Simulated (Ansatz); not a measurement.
# NiF (quartet): the correlation ladder, def2-TZVPP

The task here is to estimate one member of a computed series from the others.

Method: def2-TZVPP, core rule «outside noble gas», up to 10 orbitals frozen; program: Ansatz 0.2.0, Gaussian basis.

Plan: UHF; CCSD(T) on ROHF; CCSD(T) on UHF; CCSDT(Q) on ROHF; CCSDT(Q) on UHF; CASSCF and NEVPT2, 17 electrons in 10 orbitals.

8 further runs of the same task are left out: 3 for a known fault of the program, 5 set aside as unsound or not needed.

## The geometry

The geometry is a PBE0/def2-TZVP stationary point (not a proven minimum) of the parent state, kept for this charge and spin.

2 atoms, charge 0, spin multiplicity 4.

Atoms are counted from 1 here; the program's logs count them from 0.

Bond lengths: Ni1–F2 1.769 Å.

Set-up of the first run:

File in.yaml:

```yaml
crystal:
  periodic: [false, false, false]
  atoms:
    - {symbol: Ni, position_ang: [0.000000, 0.000000, 0.000000]}
    - {symbol: F, position_ang: [0.000000, 0.000000, 1.768800]}
basis:
  gaussian: {orbitals: def2-TZVPP}
magnetization: {spin_polarized: true, initial_magnetization: 3}
hamiltonian: {xc: hf}
output: {orbitals: {seedname: orbitals}}
```

Command:

```bash
ansatz run in.yaml --threads 1 --pin off --events-out ev --progress --plain --max-ram 4096MiB --backend cpu
```

Steps of the session up to this table: UHF; CCSD(T) on ROHF; CCSD(T) on UHF; CCSDT(Q) on ROHF; CCSDT(Q) on UHF; CASSCF and NEVPT2, 17 electrons in 10 orbitals.

One of the session's tables, all rows but one given; the rest of the session is left out.

| method | from RCCSDT(Q) (kJ/mol) |
| --- | --- |
| ROHF | +1502.9 |
| UHF | +1485.2 |
| RMP2 | +22.7 |
| UMP2 | ? |
| RCCSD | +51.6 |
| UCCSD | +39.9 |
| RCCSD(T) | +6.4 |
| UCCSD(T) | -4.9 |
| RCCSDT | +1.3 |
| UCCSDT | -7.9 |
| RCCSDT(Q) | 0 |
| UCCSDT(Q) | -9.9 |
| CASSCF valence | +1502.9 |
| NEVPT2 valence | +202.2 |

Q: Estimate the row for UMP2 from the others.

The run gave: from RCCSDT(Q) (kJ/mol): +9.2. In the column «from RCCSDT(Q) (kJ/mol)» it lies between RCCSD(T) (+6.4) and RMP2 (+22.7).

Limits of these values: Warnings: coupled cluster took another determinant than the lowest. Restricted and unrestricted rows rest on different reference determinants; where their highest levels disagree by more than a few hundredths of an eV, they describe different states and don't form one ladder.
